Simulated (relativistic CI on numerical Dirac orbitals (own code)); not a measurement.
# S III (S²⁺): levels and lines

Aim: the low levels of S²⁺, their labels and the strongest lines; runs with one setting changed show what the result hangs on.

Method: Dirac-Coulomb-Breit CI, KLI orbitals optimised for each configuration, model QED (radiative potential, 1s self-energy scaled to tabulated hydrogen-like ionisation energies), valence Slater integrals scaled by 0.85, P86 correlation energy added to each configuration. Code: relativistic CI on numerical Dirac orbitals (own code) version 4.

### 1 Starting point

* ion: S²⁺ (S III)
* nuclear charge: 16
* electrons: 14
* isotope: A = 32
* first configuration typed: [Ne] 3s2 3p2

The outer shells:

first configuration typed
```
[Ne] core
3s [↑↓]
3p [↑ ][↑ ][  ]
```

### 2 Base run

Settings, as recorded:

```ini
atom S  Z=16  charge=2  electrons=14
nucleus A=32  rms_radius_fm=3.2611
hamiltonian dirac-coulomb  breit=on  qed=on  c_scale=1
orbitals kli  potential=per-configuration
slater_scale 0.85
correlation p86
mixing on
configurations
  [Ne] 3s2 3p2
  [Ne] 3s 3p3
  [Ne] 3s2 3p 3d
  [Ne] 3p4
  [Ne] 3s 3p2 3d
  [Ne] 3s2 3p 4s
  [Ne] 3s2 3p 4p
  [Ne] 3s2 3p 4d
  [Ne] 3s2 3p 5s
  [Ne] 3s2 3p 4f
  [Ne] 3s2 3d 4p
  [Ne] 3s2 3p 5p
  [Ne] 3s2 4s 4p
  [Ne] 3s2 3p 5d
  [Ne] 3s 3p2 4s
  [Ne] 3s2 3p 6s
  [Ne] 3p3 3d
  [Ne] 3s2 3p 5f
  [Ne] 3s2 3p 5g
  [Ne] 3s2 3p 6p
  [Ne] 3p3 4s
  [Ne] 3s2 3p 6d
  [Ne] 3s 3p 3d2
  [Ne] 3s 3p2 4p
  [Ne] 3p3 4p
  [Ne] 3s 3p 3d 4s
  [Ne] 3s 3p 4s2
  [Ne] 3s 3p2 4d
  [Ne] 3s 3p2 5s
  [Ne] 3s2 3d2
  [Ne] 3s 3d3
  [Ne] 3p2 3d2
  [Ne] 3p 3d3
  [Ne] 3p 3d2 4s
  [Ne] 3p 3d2 4p
  [Ne] 3p 3d2 4d
  [Ne] 3s2 3d 4s
  [Ne] 3s 3d2 4s
  [Ne] 3s2 4s2
  [Ne] 3s 3d 4s2
  [Ne] 3s2 4p2
  [Ne] 3s 3d 4p2
  [Ne] 3s 3p 3d 4p
  [Ne] 3s 3d2 4p
  [Ne] 3s 3d 4s 4p
  [Ne] 3s 3d 4p 4d
  [Ne] 3s 3p 4s 4p
  [Ne] 3p 3d 4s 4p
  [Ne] 3s 4s2 4p
  [Ne] 3s 4s 4p2
  [Ne] 3s 4s 4p 4d
end
```

Run with:

```console
> python run_levels.py task.json out
```

task.json lists these runs, among others, and the program works through them in turn.

### 4 No correlation estimate

Settings: those of step 2 with these lines changed.

```diff
@@ -5,3 +5,3 @@
 slater_scale 0.85
-correlation p86
+correlation none
 mixing on
```

### 5 Correlation estimate lda-sx

Settings: those of step 4 with these lines changed.

```diff
@@ -5,3 +5,3 @@
 slater_scale 0.85
-correlation none
+correlation lda-sx
 mixing on
```

### 6 Without QED terms

Settings: those of step 5 with these lines changed.

```diff
@@ -2,6 +2,6 @@
 nucleus A=32  rms_radius_fm=3.2611
-hamiltonian dirac-coulomb  breit=on  qed=on  c_scale=1
+hamiltonian dirac-coulomb  breit=on  qed=off  c_scale=1
 orbitals kli  potential=per-configuration
 slater_scale 0.85
-correlation lda-sx
+correlation p86
 mixing on
```

### 7 Without the Breit term

Settings: those of step 6 with these lines changed.

```diff
@@ -2,3 +2,3 @@
 nucleus A=32  rms_radius_fm=3.2611
-hamiltonian dirac-coulomb  breit=on  qed=off  c_scale=1
+hamiltonian dirac-coulomb  breit=off  qed=on  c_scale=1
 orbitals kli  potential=per-configuration
```

(Steps that only read results are left out.)

What does the calculation give? Wanted: lowest level; first excitation; lowest level of the other parity; fastest E1 line; ionisation energy; mean error of paired levels.

As calculated:

| run | time | mean size of shift, levels followed (cm⁻¹) | lowest level | ionisation energy (eV) | mean error to measured (cm⁻¹) |
| --- | --- | --- | --- | --- | --- |
| main run | 2.2 s | 0 | 3p2 3P0 | 35.085 | 4822 |
| no correlation estimate | 2.2 s | 471 | 3p2 3P0 | 33.996 | - |
| correlation estimate lda-sx | 2.2 s | 80.2 | 3p2 3P0 | 35.405 | - |
| without QED terms | 1.8 s | 25.2 | 3p2 3P0 | 35.083 | - |
| without the Breit term | 1.8 s | 41.1 | 3p2 3P0 | 35.090 | - |

The semi-empirical ionisation energy (NIST) is 34.86 eV.

| quantity | value |
| --- | --- |
| lowest level | 3p2 3P0 |
| first excitation | 3p2 3P1, 291.8 cm⁻¹ |
| lowest level of the other parity | 3s 3p3 5S°2, 60151 cm⁻¹ |
| levels in the model | 2356 |
| fastest E1 line (by rate) to the lowest level among the lowest 253 of 2356 levels | 66.62 nm, from 3p 3d 3D°1 |
| ionisation energy | 35.085 eV |
| ionisation energy, semi-empirical (NIST) | 34.86 eV |
| mean error of paired levels | 4822 cm⁻¹ over 52 |

What this shows: 3p2 3P0 comes out lowest; its LS label holds 96 % and its jj label 66 %; over the low levels the means are 90 and 63 %, so LS coupling describes them better. Against the semi-empirical ionisation energy the result lies 0.64 % high. Of the changes tried, the run «no correlation estimate» moves the low levels most, by 471 cm⁻¹ on average. The scale of 0.85 was itself chosen against such measured levels. In a near-neutral ion this small CI can misplace whole configurations by 10,000 cm⁻¹ or more. Lifetimes count radiative decay inside the model alone.
